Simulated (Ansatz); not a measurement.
# TiN: the cost of one run

Computed with Ansatz 0.2.0 (DFT PBE, scalar-relativistic, plane waves, PAW, unless a step's input says otherwise).

4 further runs of the same task are left out: 4 set aside as unsound or not needed.

## (1) The system as given

The structure is cubic, space group Fm-3m (No. 225). Conventional cell: a = 4.247 Å, b = 4.247 Å, c = 4.247 Å, α = 90.00°, β = 90.00°, γ = 90.00°. Ti (site symmetry m-3m) is surrounded by 6 N at 2.12 Å. N (site symmetry m-3m) has 6 Ti at 2.12 Å as nearest neighbours.

Structure file:

```
Ti N
1.0
     0.00000    2.12342    2.12342
     2.12342    0.00000    2.12342
     2.12342    2.12342    0.00000
Ti N
1 1
Direct
  0.00000 0.00000 0.00000
  0.50000 0.50000 0.50000
```

It is the result of an earlier relaxation at this level (volume 9.57 Å³/atom; gap on the mesh: none (metal)).

## (2) The reference: the undisturbed cell on the scan's mesh

File input.yaml:

```yaml
crystal:
  lattice:
    - [0.0, 2.1234249642, 2.1234249642]
    - [2.1234249642, 0.0, 2.1234249642]
    - [2.1234249642, 2.1234249642, 0.0]
  atoms:
    - { symbol: Ti, position: [0.0, 0.0, 0.0] }
    - { symbol: "N", position: [0.5, 0.5, 0.5] }
basis:
  ecutwfc: 420
kpoints:
  mp_grid: { grid: [24, 24, 24] }
hamiltonian:
  xc: pbe
scf:
  occupations: { method: gaussian, width: 0.15 }
output:
  forces: true
  stress: true
  eigenvalues: true
```

The run is started by

```bash
ansatz run input.yaml --threads 2 --pin off --max-ram 5120MiB --backend cpu --events-out ev --progress --plain --runs-dir out
```

What time and memory should one allow on 2 threads of Arm Neoverse V1, shared host?

About 3.1 s, with a peak of 0.38 GiB.
